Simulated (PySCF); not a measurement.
# C3H10N2OSi: the cost of one run

Computed with PySCF 2.14.0, with density-fitted response routines of our own, on a single molecule in the gas phase. Atoms are numbered from 0 throughout.

## Step 1: Starting geometry

17 atoms, charge 0, multiplicity 1; geometry from: GFN2-xTB.

Bonds of the start (Å): C0–N1 1.44, N1–C2 1.45, N1–Si3 1.73, Si3–C4 1.92, C4–N5 1.35, C4–O6 1.22, C0–H7 1.10, C0–H8 1.09, C0–H9 1.09, C2–H10 1.10, C2–H11 1.09, C2–H12 1.09, Si3–H13 1.47, Si3–H14 1.47, N5–H15 1.01, N5–H16 1.00.

## Step 2: Ultraviolet spectrum: CAM-B3LYP/def2-SVPD

Job settings and geometry (Å):

```
{"job": {"kind": "uv", "xc": "CAM-B3LYP", "basis": "def2-SVPD", "nstates": 8, "ntriplets": 3}, "charge": 0, "multiplicity": 1}
C     -1.623237    -0.011513    -1.455230
N     -0.639971    -0.082567    -0.400899
C     -0.941669    -1.137806     0.541989
Si     0.224805     1.332994     0.074241
C      1.761004     0.702520     1.033585
N      2.346121    -0.422894     0.563181
O      2.213781     1.296275     1.994067
H     -2.620241     0.226607    -1.068250
H     -1.680366    -0.972660    -1.973272
H     -1.338131     0.757684    -2.166735
H     -1.913913    -0.985916     1.024243
H     -0.970805    -2.100253     0.022093
H     -0.177488    -1.175774     1.314496
H     -0.464873     2.316155     0.917242
H      0.654935     1.941735    -1.188859
H      3.183599    -0.776780     1.001084
H      1.979450    -0.895776    -0.242886
```

Method: TDDFT CAM-B3LYP/def2-SVPD, vertical, gas phase, core orbitals frozen in the response.

Started as:

```sh
$ OMP_NUM_THREADS=1 python probes_run.py task.json out
```

This one command runs all jobs of the session in turn.

Q: Estimate the wall time and peak memory of this job on 1 thread of Arm Neoverse V1, shared host.

About 77 s, with a peak of 1.1 GiB.
